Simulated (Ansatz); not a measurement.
# CH₄GaO radical: small, medium and large basis sets

How large a basis does CH₄GaO radical need? Two functionals are run in growing sets.

Computed with Ansatz 0.2.0, Gaussian basis. Level: one geometry, several basis sets.

Plan: PBE0-D4/def2-SVP; ωB97M-V/def2-SVP; PBE0-D4/def2-QZVPP; ωB97M-V/def2-QZVPP; the functionals' def2-TZVPP values are taken from earlier runs.

## 1. The geometry

The geometry comes from an earlier relaxation with PBE0-D4 in a triple-zeta def2 set; it is a stationary point, not always the lowest conformer.

SMILES `[CH3][Ga][OH]`, 7 atoms, charge 0, spin multiplicity 2.

Atoms are counted from 1 here; the program's logs count them from 0.

Bond lengths: C1–Ga2 2.009 Å, C1–H4 1.093 Å, C1–H5 1.088 Å, C1–H6 1.093 Å, Ga2–O3 1.805 Å, O3–H7 0.961 Å. Angles: Ga2–C1–H4 108.1°, Ga2–C1–H5 111.7°, Ga2–C1–H6 108.1°, H4–C1–H5 109.8°, H4–C1–H6 109.3°, H5–C1–H6 109.8°, C1–Ga2–O3 117.7°, Ga2–O3–H7 114.4°.

## 2. PBE0-D4 in def2-SVP

in.yaml reads:

```yaml
crystal:
  periodic: [false, false, false]
  atoms:
    - {symbol: C, position_ang: [-0.826536, 0.551064, -0.249745]}
    - {symbol: Ga, position_ang: [1.056703, 0.055300, -0.742147]}
    - {symbol: O, position_ang: [1.919400, -1.122736, 0.319790]}
    - {symbol: H, position_ang: [-1.428460, -0.361076, -0.251525]}
    - {symbol: H, position_ang: [-1.248469, 1.272482, -0.947014]}
    - {symbol: H, position_ang: [-0.813629, 0.973454, 0.758073]}
    - {symbol: H, position_ang: [1.402191, -1.436488, 1.066868]}
basis:
  gaussian: {orbitals: def2-SVP}
magnetization: {spin_polarized: true, initial_magnetization: 1}
hamiltonian: {xc: pbe0, dispersion: d4}
output: {orbitals: {seedname: orbitals}}
```

Run with:

```bash
$ ansatz run in.yaml --threads 2 --pin off --events-out ev --progress --plain --max-ram 32768MiB --backend cpu
```

Further steps of the session: ωB97M-V in def2-SVP; PBE0-D4 in def2-QZVPP; ωB97M-V in def2-QZVPP.

Q: Predict the results of all the runs planned. Wanted: PBE0-D4: double and triple zeta above quadruple; ωB97M-V: double and triple zeta above quadruple.

As calculated:

| quantity | value |
| --- | --- |
| PBE0-D4: double and triple zeta above quadruple | 12.01, 1.38 eV |
| ωB97M-V: double and triple zeta above quadruple | 12.08, 1.34 eV |

What this shows: For PBE0-D4 the step from double to triple zeta gains 10.63 eV and the next only 1.38 eV. These are total energies; as a rule much of such shifts cancels in differences, which this series doesn't test.
